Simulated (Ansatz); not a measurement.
**C7H12O2: a ladder of functionals and wavefunction methods**

The task here is to estimate one member of a computed series from the others.

Computed with Ansatz 0.2.0, Gaussian basis. Level: functionals in def2-TZVPP, the program's frozen cores in correlated methods.

The runs, in order: LDA (SPW92), PBE-D4, revPBE-D4, BLYP-D4, r2SCAN-D4, B97M-V, PBE0-D4, B3LYP-D4, r2SCANh-D4, r2SCAN0-D4, HSE06-D4, BHLYP-D4, CAM-B3LYP-D4, LC-ωPBE, ωB97X-V, ωB97M-V, B2PLYP, PBE-QIDH; CCSD(T)/def2-SVP; CCSD(T)/def2-TZVPP; MP2/def2-QZVPP; extrapolation to the limit; RPA on PBE.

### Structure used throughout

The geometry comes from an earlier relaxation with PBE0-D4 in a triple-zeta def2 set; it is a stationary point, not always the lowest conformer.

SMILES `CC(=O)/C=C(\O)C(C)C`, 21 atoms, charge 0, spin multiplicity 1.

Atoms are counted from 1 here; the program's logs count them from 0.

Bond lengths: C1–C2 1.499 Å, C1–H10 1.090 Å, C1–H11 1.091 Å, C1–H12 1.093 Å, C2–O3 1.246 Å, C2–C4 1.428 Å, C4–C5 1.371 Å, C4–H13 1.080 Å, C5–O6 1.308 Å, C5–C7 1.497 Å, O6–H14 1.025 Å, C7–C8 1.527 Å, C7–C9 1.527 Å, C7–H15 1.094 Å, C8–H16 1.092 Å, C8–H17 1.092 Å, C8–H18 1.091 Å, C9–H19 1.092 Å and more. Angles: C2–C1–H10 112.6°, C2–C1–H11 109.3°, C2–C1–H12 108.7°, H10–C1–H11 110.0°, H10–C1–H12 108.9°, H11–C1–H12 107.2°, C1–C2–O3 118.7°, C1–C2–C4 119.8°, O3–C2–C4 121.4°, C2–C4–C5 119.5°, C2–C4–H13 120.6°, C5–C4–H13 119.9°, C4–C5–O6 121.1°, C4–C5–C7 123.6°, O6–C5–C7 115.2°, C5–O6–H14 104.7°, C5–C7–C8 110.3°, C5–C7–C9 110.3° and more.

Geometry (Å):

```xyz
21

C     2.4278    0.2364   -2.6178
C     1.3552    0.7052   -1.6811
O     0.9612    1.8842   -1.7634
C     0.7970   -0.2012   -0.7288
C    -0.1964    0.2292    0.1121
O    -0.6417    1.4578    0.0594
C    -0.8460   -0.6415    1.1416
C    -2.3384   -0.7811    0.8511
C    -0.6034   -0.0791    2.5401
H     2.8161   -0.7459   -2.3506
H     3.2384    0.9667   -2.6327
H     2.0145    0.1908   -3.6291
H     1.1503   -1.2202   -0.6665
H    -0.0952    1.9011   -0.6861
H    -0.3763   -1.6268    1.0685
H    -2.8039   -1.4359    1.5908
H    -2.5139   -1.2056   -0.1397
H    -2.8295    0.1926    0.8966
H    -1.0589   -0.7301    3.2894
H     0.4636   -0.0005    2.7589
H    -1.0448    0.9147    2.6344
```

The first run:

File in.yaml:

```yaml
crystal:
  periodic: [false, false, false]
  atoms:
    - {symbol: C, position_ang: [2.427814, 0.236416, -2.617825]}
    - {symbol: C, position_ang: [1.355171, 0.705197, -1.681059]}
    - {symbol: O, position_ang: [0.961162, 1.884166, -1.763397]}
    - {symbol: C, position_ang: [0.797031, -0.201234, -0.728845]}
    - {symbol: C, position_ang: [-0.196372, 0.229171, 0.112071]}
    - {symbol: O, position_ang: [-0.641735, 1.457756, 0.059424]}
    - {symbol: C, position_ang: [-0.846025, -0.641519, 1.141559]}
    - {symbol: C, position_ang: [-2.338402, -0.781050, 0.851055]}
    - {symbol: C, position_ang: [-0.603438, -0.079065, 2.540075]}
    - {symbol: H, position_ang: [2.816082, -0.745882, -2.350617]}
    - {symbol: H, position_ang: [3.238438, 0.966666, -2.632675]}
    - {symbol: H, position_ang: [2.014540, 0.190832, -3.629069]}
    - {symbol: H, position_ang: [1.150343, -1.220160, -0.666525]}
    - {symbol: H, position_ang: [-0.095248, 1.901057, -0.686059]}
    - {symbol: H, position_ang: [-0.376267, -1.626759, 1.068464]}
    - {symbol: H, position_ang: [-2.803942, -1.435922, 1.590765]}
    - {symbol: H, position_ang: [-2.513927, -1.205629, -0.139672]}
    - {symbol: H, position_ang: [-2.829505, 0.192579, 0.896563]}
    - {symbol: H, position_ang: [-1.058851, -0.730147, 3.289377]}
    - {symbol: H, position_ang: [0.463601, -0.000548, 2.758851]}
    - {symbol: H, position_ang: [-1.044772, 0.914677, 2.634442]}
basis:
  gaussian: {orbitals: def2-TZVPP}
hamiltonian: {xc: lda}
output: {orbitals: {seedname: orbitals}}
```

Started as:

```bash
> ansatz run in.yaml --threads 4 --pin off --events-out ev --progress --plain --max-ram 41984MiB --backend cuda --devices 0, --max-vram 37GiB
```

Among the steps run: LDA; PBE-D4 (GGA); revPBE-D4 (GGA); BLYP-D4 (GGA); r2SCAN-D4 (meta-GGA); B97M-V (meta-GGA); B3LYP-D4 (hybrid); r2SCANh-D4 (hybrid); r2SCAN0-D4 (hybrid); HSE06-D4 (hybrid); BHLYP-D4 (hybrid); CAM-B3LYP-D4 (range-separated); LC-ωPBE (range-separated); ωB97X-V (range-separated); ωB97M-V (range-separated); B2PLYP (double hybrid); PBE-QIDH (double hybrid).

One of the session's tables, all rows but one given; the rest of the session is left out.

It belongs to the step «Orbital energies across the functionals». 

```
  functional  HOMO (eV)  gap (eV)
 LDA (SPW92)      -6.09      3.65
      PBE-D4      -5.88      3.70
   revPBE-D4      -5.79      3.71
     BLYP-D4      -5.75      3.70
   r2SCAN-D4      -6.09      4.07
      B97M-V      -6.11      4.18
     PBE0-D4      -6.99      5.73
    B3LYP-D4          ?         ?
  r2SCANh-D4      -6.51      4.83
  r2SCAN0-D4      -7.14      5.97
    HSE06-D4      -6.59      4.95
    BHLYP-D4      -7.98      7.80
CAM-B3LYP-D4      -8.27      8.12
     LC-ωPBE      -9.53     10.49
     ωB97X-V      -9.21     10.14
     ωB97M-V      -9.13      9.99
```

Estimate the missing values for B3LYP-D4.

Worked estimate for «HOMO (eV)». Against the share of exact exchange, BLYP-D4 (0, -5.75), BHLYP-D4 (0.5, -7.98) give a slope of -4.46 per unit share; at 0.2 the line stands at -6.64.

**Answer.** HOMO (eV): -6.79; gap (eV): 5.31. In «HOMO (eV)» the line misses by +0.15.
